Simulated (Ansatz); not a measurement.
# Cd: the crystal squeezed far

An exercise on one series of results from a longer session: the logs are not shown, and one member is left open.

Method: DFT PBEsol, with the methods named in each step, in Ansatz 0.2.0.

**Starting point**

The structure is cubic, space group Fm-3m (No. 225). Conventional cell: a = 4.397 Å, b = 4.397 Å, c = 4.397 Å, α = 90.00°, β = 90.00°, γ = 90.00°. Cd (site symmetry m-3m) is surrounded by 12 Cd at 3.11 Å.

As a file:

```
Cd
1.0
     0.00000    2.19841    2.19841
     2.19841    0.00000    2.19841
     2.19841    2.19841    0.00000
Cd
1
Cartesian
  0.0000 0.0000 0.0000
```

Whether this phase is the stable one at these pressures isn't tested.

Set-up of the first run:

Input file input.yaml:

```yaml
crystal:
  lattice:
    - [0.0, 2.1984148361, 2.1984148361]
    - [2.1984148361, 0.0, 2.1984148361]
    - [2.1984148361, 2.1984148361, 0.0]
  atoms:
    - { symbol: Cd, position: [0.0, 0.0, 0.0] }
kpoints:
  mp_grid: { grid: [17, 17, 17] }
scf:
  occupations: { method: fermi_dirac, width: 0.08 }
hamiltonian:
  xc: pbesol
  pseudopotentials: { kind: paw }
output:
  forces: true
  stress: true
  write_density: true
  write_potential: true
  elf: true
  volumetric_format: npy
relax:
  f_tol: 0.005
  max_steps: 40
  cell: {}
```

Launch:

```sh
$ ansatz run input.yaml --threads 1 --pin off --max-ram 2048MiB --backend cpu --events-out ev --progress --plain --runs-dir out
```

Among the steps run: Cell relaxed at zero pressure, PAW; Volume scaled by 1, PAW; Volume scaled by 0.88, PAW; Volume scaled by 0.78, PAW; Volume scaled by 0.78, PAW (level accurate); Volume scaled by 0.68, PAW; Volume scaled by 0.58, PAW; Volume scaled by 0.5, PAW; Volume scaled by 0.43, PAW; Volume scaled by 0.43, PAW (cutoff 250 eV).

One of the session's tables, all rows but one given; the rest of the session is left out.

| method | volume over the first | volume (Å³/atom) | pressure (GPa) |
| --- | --- | --- | --- |
| PAW | 1 | 20.953 | 0.00 |
| PAW | 0.88 | 18.438 | 10.82 |
| PAW | 0.78 | 16.343 | 29.30 |
| PAW | 0.68 | 14.248 | 66.44 |
| PAW | 0.58 | 12.153 | 145.08 |
| PAW | 0.5 | 10.476 | 276.92 |
| PAW | 0.43 | 9.010 | 504.28 |
| PAW (cutoff 250 eV) | 0.43 | ? | ? |
| PAW (level accurate) | 0.78 | 16.343 | 29.30 |

**Question.** Estimate the row for PAW (cutoff 250 eV), 0.43.

**Answer.** volume (Å³/atom): 9.010; pressure (GPa): 499.23.

To keep in mind: At pressures up to 504 GPa the PAW spheres may overlap and frozen cores may not hold, so those PAW values are rough without an all-electron check. Warnings in the runs' records: cutoff below recommended.
